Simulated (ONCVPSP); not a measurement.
**Pseudopotential generation for Si: ONCV, BLYP**

Do these settings give a usable potential? It is generated, then checked for transferability, scattering, ghosts and hardness.

The numbers are computed with ONCVPSP 4.0.1 (BLYP, scalar-relativistic, spin-unpolarised reference atom).

## 1. Starting point

The settings as typed:

```
element                 : silicon (Si, Z = 14)
type                    : optimised norm-conserving Vanderbilt (ONCV)
frozen core             : [Ne]
valence charge          : 4
reference configuration : 3s1.5 3p2.5
partial waves           : 3s: rc 1.80 bohr, ncon 4, nbas 8, qcut 3.1 1/bohr, 1 projector; 3p: rc 1.70 bohr, ncon 4, nbas 7, qcut 4.9 1/bohr, 2 projectors, debl 3 Ha; d scattering state at 0.18 Ha: rc 1.95 bohr, ncon 4, nbas 8, qcut 5.4 1/bohr, 2 projectors, debl 2.7 Ha
local potential         : polynomial inside 1.15 bohr (lpopt 2, dvloc0 -1 Ha)
core correction         : not asked for
```

The nodes and maxima of the atom's own shells, from an earlier all-electron run, set the scale for the radii.

All-electron outer shells of the reference configuration (BLYP, scalar-relativistic, ld1.x):

```tsv
shell	level (eV)	outermost node (bohr)	outermost maximum (bohr)
2s	-140.12	0.15	0.45
2p	-96.38	–	0.39
3s	-11.08	0.72	1.77
3p	-4.22	0.72	2.11
```

## 2. Generation

File Si.dat:

```
# ATOM AND REFERENCE CONFIGURATION
# atsym  z   nc   nv     iexc    psfile
  Si 14.00    3    2  -106131      upf
#
#   n    l    f
    1    0    2.00
    2    0    2.00
    2    1    6.00
    3    0    1.50
    3    1    2.50
#
# PSEUDOPOTENTIAL AND OPTIMIZATION
# lmax
    2
#
#   l,   rc,      ep,       ncon, nbas, qcut
    0    1.80    0.00    4    8    3.10
    1    1.70    0.00    4    7    4.90
    2    1.95    0.18    4    8    5.40
#
# LOCAL POTENTIAL
# lloc, lpopt,  rc(5),   dvloc0
    4    2    1.15   -1.00
#
# VANDERBILT-KLEINMAN-BYLANDER PROJECTORs
# l, nproj, debl
    0    1    1.20
    1    2    3.00
    2    2    2.70
#
# MODEL CORE CHARGE
# icmod, fcfact, rcfact
    0    0.00    0.00
#
# LOG DERIVATIVE ANALYSIS
# epsh1, epsh2, depsh
   -2.00    5.00    0.02
#
# OUTPUT GRID
# rlmax, drl
    6.00    0.01
#
# TEST CONFIGURATIONS
# ncnf
    4
# nvcnf
#   n    l    f
    2
    3    0    2.00
    3    1    2.00
#
    2
    3    0    2.00
    3    1    1.00
#
    2
    3    0    2.00
    3    1    0.00
#
    2
    3    0    1.00
    3    1    0.00
#
```

Run with:

```
oncvpsp.x < Si.dat > Si.out
```

What the program wrote to Si.out (without the consistency checks and plot data):

```text
ONCVPSP  (Optimized Norm-Conservinng Vanderbilt PSeudopotential)
scalar-relativistic version 4.0.1

#   n    l    f        energy (Ha)
    1    0    2.00    -6.5709586E+01
    2    0    2.00    -5.1493692E+00
    2    1    6.00    -3.5418418E+00
    3    0    1.50    -4.0699310E-01
    3    1    2.50    -1.5514645E-01

Reference configufation results
  iterations    30
  all-electron total energy (Ha)   -2.89874506D+02

Begin loop to  construct optimized pseudo wave functions
and semi-local pseudopoentials for all angular momenta

Calculating optimized projector #   1

 for l=   0

    Fraction of norm inside rc  0.388085
    Optimizing pswf for qcut=   3.10 a_B^-1,  ecut=   4.81 Ha
    Residual kinetic energy error=  7.07D-03 Ha

    Energy error per electron        Cutoff
         Ha          eV             Ha
         0.01000     0.27211        4.32
         0.00100     0.02721       22.99
         0.00010     0.00272       50.18
         0.00001     0.00027       58.34

   Wellstate for l =  1  n =  5
     eigenvalue =   2.8449
     asymptotic potential =   3.3449
     half-point radius =  3.3943

Calculating optimized projector #   1

 for l=   1

    Fraction of norm inside rc  0.181217
    Optimizing pswf for qcut=   4.89 a_B^-1,  ecut=  11.95 Ha
    Residual kinetic energy error=  2.31D-05 Ha

    Energy error per electron        Cutoff
         Ha          eV             Ha
         0.01000     0.27211        2.16
         0.00100     0.02721        3.32
         0.00010     0.00272        7.73
         0.00001     0.00027       39.26

Calculating optimized projector #   2

 for l=   1

    Fraction of norm inside rc  0.126318
    Optimizing pswf for qcut=   4.89 a_B^-1,  ecut=  11.95 Ha
    Residual kinetic energy error=  4.34D-03 Ha

    Energy error per electron        Cutoff
         Ha          eV             Ha
         0.01000     0.27211        6.06
         0.00100     0.02721       55.65
         0.00010     0.00272       70.02
         0.00001     0.00027       91.56

   Wellstate for l =  2  n =  3
     eigenvalue =   0.1800
     asymptotic potential =   0.6800
     half-point radius =  6.1021

   Wellstate for l =  2  n =  5
     eigenvalue =   2.8800
     asymptotic potential =   3.3800
     half-point radius =  3.5534

Calculating optimized projector #   1

 for l=   2

    Fraction of norm inside rc  0.131170
    Optimizing pswf for qcut=   5.39 a_B^-1,  ecut=  14.55 Ha
    Residual kinetic energy error=  5.87D-05 Ha

    Energy error per electron        Cutoff
         Ha          eV             Ha
         0.01000     0.27211        5.79
         0.00100     0.02721       10.23
         0.00010     0.00272       13.76
         0.00001     0.00027       45.53

Calculating optimized projector #   2

 for l=   2

    Fraction of norm inside rc  0.183182
    Optimizing pswf for qcut=   5.39 a_B^-1,  ecut=  14.55 Ha
    Residual kinetic energy error=  1.10D-02 Ha

    Energy error per electron        Cutoff
         Ha          eV             Ha
         0.01000     0.27211       14.71
         0.00100     0.02721       37.57
         0.00010     0.00272       74.92
         0.00001     0.00027       84.28

Construct Vanderbilt / Kleinmman-Bylander projectors

B matrix Hermiticity error, ll=   1
   1   2   -1.0697E-04

  Orthonormal projector coefficients  3.7931E+00  8.9901E-01

B matrix Hermiticity error, ll=   2
   1   2   -3.5528E-05

  Orthonormal projector coefficients -2.7056E+00 -8.3817E-01

Pseudoatom total energy   -3.605759

Diagnostic tests using Vanderbilt-Kleinman-Bylander pseudopotentials
  1 or more projectors used as specified by nproj input data

   l    rcore       rmatch      e in        delta e   norm test  slope test

   0   1.8104438   1.8654128  -0.4069931  -0.0000021   0.9999998   1.0000284

   1   1.7053175   1.7570946  -0.1551465   0.0000013   1.0000183   1.0000116
   1   1.7053175   1.7570946   2.8448535   0.0000028   1.0001892   1.0001892

   2   1.9568557   2.0162701   0.1800000   0.0000040   1.0000174   1.0000174
   2   1.9568557   2.0162701   2.8800000   0.0000275   1.0001070   1.0001070

 Testing for bound ghosts
   n   l    E NL Schr. Eq   E Basis Diag.   E Cutoff

   1   0       -0.406995       -0.402433     56.96

   2   1       -0.155145       -0.124997     75.67

 Testing for highly-localized positive-energy ghosts
       l    <radius>/rc     E Basis Diag.   E Cutoff

Test configuration 0

   n   l     f        eae           eps        diff
   1   0  2.0000  -65.70958567
   2   0  2.0000   -5.14936918
   2   1  6.0000   -3.54184183
   3   0  1.5000   -0.40699310   -0.40699515   -2.05D-06
   3   1  2.5000   -0.15514645   -0.15514515    1.30D-06

    Total energies and differences
      AE_ref= -2.89874506D+02  AE_tst= -2.89874506D+02  dif=  0.00D+00
      PS_ref= -3.60575935D+00  PS_tst= -3.60575935D+00  dif=  4.44D-15
      PSP excitation error= -4.44D-15

Test configuration 1

   n   l     f        eae           eps        diff
   1   0  2.0000  -65.67843781
   2   0  2.0000   -5.11910267
   2   1  6.0000   -3.51178389
   3   0  2.0000   -0.39263041   -0.39282082   -1.90D-04
   3   1  2.0000   -0.14434557   -0.14434299    2.58D-06

    Total energies and differences
      AE_ref= -2.89874506D+02  AE_tst= -2.89999549D+02  dif= -1.25D-01
      PS_ref= -3.60575935D+00  PS_tst= -3.73085547D+00  dif= -1.25D-01
      PSP excitation error=  5.31D-05

Test configuration 2

   n   l     f        eae           eps        diff
   1   0  2.0000  -66.03452729
   2   0  2.0000   -5.46814547
   2   1  6.0000   -3.86142419
   3   0  2.0000   -0.69481787   -0.69438636    4.32D-04
   3   1  1.0000   -0.42325155   -0.42258327    6.68D-04

    Total energies and differences
      AE_ref= -2.89874506D+02  AE_tst= -2.89720656D+02  dif=  1.54D-01
      PS_ref= -3.60575935D+00  PS_tst= -3.45217104D+00  dif=  1.54D-01
      PSP excitation error=  2.61D-04

Test configuration 3

   n   l     f        eae           eps        diff
   1   0  2.0000  -66.48475730
   2   0  2.0000   -5.90259003
   2   1  6.0000   -4.29706384
   3   0  2.0000   -1.04662472   -1.04297077    3.65D-03

    Total energies and differences
      AE_ref= -2.89874506D+02  AE_tst= -2.89136741D+02  dif=  7.38D-01
      PS_ref= -3.60575935D+00  PS_tst= -2.87032938D+00  dif=  7.35D-01
      PSP excitation error=  2.34D-03

Test configuration 4

   n   l     f        eae           eps        diff
   1   0  2.0000  -67.06512226
   2   0  2.0000   -6.45716153
   2   1  6.0000   -4.85272302
   3   0  1.0000   -1.45638992   -1.44240446    1.40D-02

    Total energies and differences
      AE_ref= -2.89874506D+02  AE_tst= -2.87887135D+02  dif=  1.99D+00
      PS_ref= -3.60575935D+00  PS_tst= -1.62839763D+00  dif=  1.98D+00
      PSP excitation error=  1.00D-02
```

It took 3 s on 1 thread, shared host.

Partial waves on a coarse radial grid (AE all-electron, PS pseudo):

```csv
r (bohr),3p AE,3p PS
0.098,-0.1018,0.0038
0.195,-0.2168,0.0148
0.292,-0.2651,0.0325
0.390,-0.2518,0.0570
0.488,-0.1967,0.0874
0.585,-0.1192,0.1230
0.682,-0.0312,0.1634
0.780,0.0600,0.2081
0.878,0.1483,0.2553
0.975,0.2297,0.3029
1.072,0.3035,0.3500
1.170,0.3695,0.3962
1.268,0.4269,0.4401
1.365,0.4753,0.4807
1.463,0.5164,0.5179
1.560,0.5497,0.5499
1.658,0.5765,0.5765
1.755,0.5966,0.5966
1.852,0.6110,0.6110
1.950,0.6203,0.6203
2.047,0.6250,0.6250
2.145,0.6259,0.6258
2.242,0.6233,0.6233
2.340,0.6178,0.6178
2.438,0.6098,0.6098
2.535,0.5999,0.5999
```

## 3. The configuration tests of the same run

The tests as a table, with energies relative to 3s1.5 3p2.5.

| valence configuration | charge | ΔE all-electron (eV) | error AE − PS (meV) |
| --- | --- | --- | --- |
| 3s2 3p2 | 0 | -3.403 | +1.4 |
| 3s2 3p1 | +1 | 4.186 | +7.1 |
| 3s2 3p0 | +2 | 20.076 | +64 |
| 3s1 3p0 | +3 | 54.079 | +272 |

## 4. Scattering by logarithmic derivatives

Taken from the files of the generation run. The phase is arctan(r·R′/R) of the radial function R, unwrapped, with energies in Ha. A pole is an energy at which the radial function vanishes at the test radius. The pseudo phase is shifted by a multiple of π to meet the all-electron one at the reference energy. Levels narrower than the energy grid can be missing from the poles. The last column is the largest difference on the grid between −0.5 and +0.5 Ha.

| channel | radius (bohr) | reference (Ha) | poles AE | poles PS | window around the reference with phases within 0.05 rad (Ha) | largest difference near zero (rad) |
| --- | --- | --- | --- | --- | --- | --- |
| s | 1.83 | -0.41 | 1.53 | 0.90, 2.79 | below 0.6 | 0.024 |
| p | 1.73 | -0.16 | 2.46 | 2.46 | below 4.5 | 0.001 |
| d | 1.98 | 0.18 | 1.81 | 1.81 | the whole range | 0.000 |

Phases (rad) along the scan:

```csv
E (Ha),s AE,s PS,d AE,d PS
-1.98,1.012,0.996,1.244,1.244
-1.62,0.849,0.828,1.201,1.201
-1.26,0.543,0.519,1.141,1.141
-0.90,-0.024,-0.041,1.046,1.046
-0.54,-0.673,-0.674,0.879,0.879
-0.18,-1.064,-1.067,0.531,0.531
0.18,-1.270,-1.284,-0.186,-0.186
0.54,-1.390,-1.428,-0.893,-0.893
0.90,-1.471,-1.570,-1.238,-1.238
1.26,-1.532,-2.090,-1.413,-1.413
1.62,-1.583,-4.402,-1.524,-1.524
1.98,-1.629,-4.584,-1.612,-1.612
2.34,-1.675,-4.655,-1.701,-1.701
2.70,-1.726,-4.703,-1.817,-1.817
3.06,-1.790,-4.741,-2.024,-2.024
3.42,-1.879,-4.778,-2.586,-2.585
3.78,-2.026,-4.816,-3.729,-3.724
4.14,-2.320,-4.859,-4.244,-4.240
4.50,-2.975,-4.914,-4.430,-4.427
4.86,-3.771,-4.993,-4.525,-4.521
```

## 5. Plane-wave cutoff and ghosts

Read off the output, the cutoffs (Ha) at which the residual kinetic energy of the hardest occupied pseudo-wave falls to 1 and 0.1 mHa per electron: 23 Ha and 50 Ha.

The program's own ghost test: no bound ghost flagged; no localised positive-energy state flagged.

Cutoff (Ha) at which the first wave of each channel reaches a given error (Ha per electron):

```csv
error,s,p,d
1.0e-02,4.3,2.2,5.8
3.2e-03,6.8,2.7,8.1
1.0e-03,23.0,3.3,10.2
3.2e-04,43.9,4.4,11.9
1.0e-04,50.2,7.7,13.8
3.2e-05,54.1,9.9,19.1
1.0e-05,58.3,39.3,45.5
```

## 6. Outcome

```
                                                quantity                  value
  cutoffs for 1 and 0.1 mHa per electron, occupied waves        23 Ha and 50 Ha
                                            bound ghosts             none found
                                          GHOST(+) flags     none at low energy
                            largest test error (AE − PS)  +272 meV, for 3s1 3p0
largest phase difference near zero energy, channels read              0.024 rad
```

By total energies transferability is poor: the largest error is 272 meV on 54.1 eV, for 3s1 3p0. That test lies far up in energy; among those under 40 eV, nearer to bonding, the largest error is 64 meV. By its cutoff, 23 Ha for the looser tolerance, it is of middling hardness. At the looser tolerance the 3s wave is the slowest; 3p needs 3 Ha. It is free of bound ghosts as far as tested. Near zero energy the phases of the channels with partial waves agree within 0.024 rad. The pseudo curves have a pole with no partner nearby in the atom's: s at 0.90 Ha. At positive energy that is a spurious or a displaced resonance. These are tests on the free atom; a crystal test is still owed.
